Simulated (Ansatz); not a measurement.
Task: energies of removing a hydrogen of BFH₄O₂Si, SMILES OB(F)O[SiH3], with the Python package of Ansatz (0.2.0). Give the script and its output. Settings (for the species named): Hartree-Fock, STO-3G basis, multiplicity 1.

| atom | x (Å) | y (Å) | z (Å) |
| --- | --- | --- | --- |
| O | -1.7326 | 0.9504 | 0.7474 |
| B | -0.4890 | 1.1759 | 0.0847 |
| F | 0.3846 | 2.2047 | 0.5464 |
| O | -0.0742 | 0.4159 | -1.1135 |
| Si | 0.7026 | -0.9892 | -0.5647 |
| H | -1.6181 | 0.3278 | 1.4323 |
| H | 1.9423 | -0.5743 | 0.1828 |
| H | 1.1332 | -1.7882 | -1.7063 |
| H | -0.1603 | -1.7692 | 0.3738 |

Script `bde.py`:
```python
# -*- coding: utf-8 -*-
'''X-H bond energies of BFH4O2Si without relaxation.'''

import ansatz as az


def energy_of(molecule, charge=0, unpaired=0):
    calc = molecule.calculation().basis(gaussian='STO-3G').functional('HF').scf(lower_state_search='off')
    if charge:
        calc = calc.charge(charge)
    if unpaired:
        calc = calc.spin('collinear', total=unpaired)
    report = calc.run(threads=1, pin='off').report
    if report['published_state_doubts']:
        print('  doubts:', report['published_state_doubts'])
    return report['free_energy_ev']

def without(molecule, index):
    rest = az.Crystal.molecule()
    for i, site in enumerate(molecule.cartesian_sites):
        if i != index:
            rest = rest.atom(site.symbol, site.position_ang)
    return rest

bfh4o2si = (
    az.Crystal.molecule()
    .atom('O', [-1.7326, 0.9504, 0.7474])
    .atom('B', [-0.489, 1.1759, 0.0847])
    .atom('F', [0.3846, 2.2047, 0.5464])
    .atom('O', [-0.0742, 0.4159, -1.1135])
    .atom('Si', [0.7026, -0.9892, -0.5647])
    .atom('H', [-1.6181, 0.3278, 1.4323])
    .atom('H', [1.9423, -0.5743, 0.1828])
    .atom('H', [1.1332, -1.7882, -1.7063])
    .atom('H', [-0.1603, -1.7692, 0.3738])
)

whole = energy_of(bfh4o2si, 0)
hydrogen = energy_of(az.Crystal.molecule().atom('H', (0, 0, 0)), 0, 1)
print(f'E(molecule) = {whole:.5f} eV, E(H) = {hydrogen:.5f} eV')
for index in [5, 8]:
    radical = energy_of(without(bfh4o2si, index), 0, 1)
    print(f'H{index}: homolysis {(radical + hydrogen - whole):.3f} eV')
    anion = energy_of(without(bfh4o2si, index), -1)
    print(f'H{index}: loss of a proton {(anion - whole):.3f} eV')
```

```console
$ python bde.py
E(molecule) = -15188.13111 eV, E(H) = -12.69634 eV
H5: homolysis 3.131 eV
H5: loss of a proton 20.603 eV
H8: homolysis 4.484 eV
H8: loss of a proton 22.108 eV
```

Reading the output:
- The settings weren't tested for convergence.
- The geometry is a force-field or estimated start, not a minimum of this method, and the basis set is short of its limit. All parts are taken at fixed geometry, without zero-point energy.
- Hartree-Fock leaves correlation out, so bond, atomisation and ionisation energies come out well too low.
- Anions want diffuse functions, which this basis lacks.
- Timing: 1.4 s on 1 thread of Arm Neoverse V1 (shared host), peak memory 0.14 GiB.
